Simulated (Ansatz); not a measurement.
# Platinum, hcp under r²SCAN: structure, energy and stiffness

The plan for platinum in the hcp structure: relax it, solve it on a dense k-mesh, then scale the cell to 7 volumes from 88 to 112 % of the relaxed one and try a fit of the equation of state. The start is ferromagnetic. The k-meshes are 13×13×7 for the relaxation; 22×22×11 for the dense run; 22×22×11 for the volumes.

This is Pt in the hcp structure; at room conditions it is fcc.

Computed with Ansatz 0.2.0 (DFT r2SCAN, plane waves (500 eV) with PAW, scalar-relativistic; PBE-made PAW files, unless a step says otherwise).

**1. The starting structure**

It takes space group P6_3/mmc (No. 194, hexagonal). Conventional cell: a = 2.774 Å, b = 2.774 Å, c = 4.530 Å, α = 90.00°, β = 90.00°, γ = 120.00°. Pt (site symmetry -6m2) has 12 Pt at 2.77 Å as nearest neighbours.

Coordinates:

```
Pt
1.0
     2.77405    0.00000    0.00000
    -1.38702    2.40239    0.00000
     0.00000    0.00000    4.53002
Pt
2
Cartesian
  0.0000 1.6016 1.1325
  1.3870 0.8008 3.3975
```

Starting moments (μB): +1 ×2.

**2. Relaxation of the cell**

The input, input.yaml:

```yaml
crystal:
  lattice:
    - [2.7740467412, 0.0, 0.0]
    - [-1.3870233706, 2.4023949491, 0.0]
    - [0.0, 0.0, 4.5300183283]
  atoms:
    - { symbol: Pt, position: [0.3333333333, 0.6666666667, 0.25], spin: 1.0 }
    - { symbol: Pt, position: [0.6666666667, 0.3333333333, 0.75], spin: 1.0 }
hamiltonian:
  xc: r2scan
  pseudopotentials:
    kind: paw
    azcp:
      Pt: "pseudopotentials/Pt.paw.azcp"
basis:
  ecutwfc: 500
  fft_grid_basis: typed
kpoints:
  mp_grid: { grid: [13, 13, 7], shift: [0, 0, 0] }
magnetization:
  spin_polarized: true
scf:
  occupations: { method: fermi_dirac, width: 0.05 }
relax:
  max_steps: 60
  f_tol: 0.01
  cell: {}
```

Further steps of the session: Single point on a dense mesh; At 88 % of the relaxed volume; At 92 % of the relaxed volume; At 96 % of the relaxed volume; At 100 % of the relaxed volume; At 104 % of the relaxed volume; At 108 % of the relaxed volume; At 112 % of the relaxed volume.

Before running it: what results should come out? Wanted: space group; conventional cell; volume; shortest distance; gap on the mesh; magnetic state; relative to fcc.

The runs gave:

| quantity | value |
| --- | --- |
| space group (spins left aside) | P6_3/mmc (No. 194) |
| conventional cell | a = 2.733 Å, c = 4.763 Å (c/a = 1.743) |
| volume | 15.410 Å³/atom |
| shortest distance | 2.733 Å |
| gap on the mesh | none (levels filled in part) |
| magnetic state | non-magnetic |
| relative to fcc | +65 meV/atom |

The relaxation enlarged the cell by 2.1 % in volume. Against the reference form of platinum (fcc, computed apart with the same settings) it stands 65 meV/atom higher. The moments die out: the run ends non-magnetic. Levels at the Fermi energy are filled in part, as in a metal. Relaxation kept the symmetry; phonons were not checked.
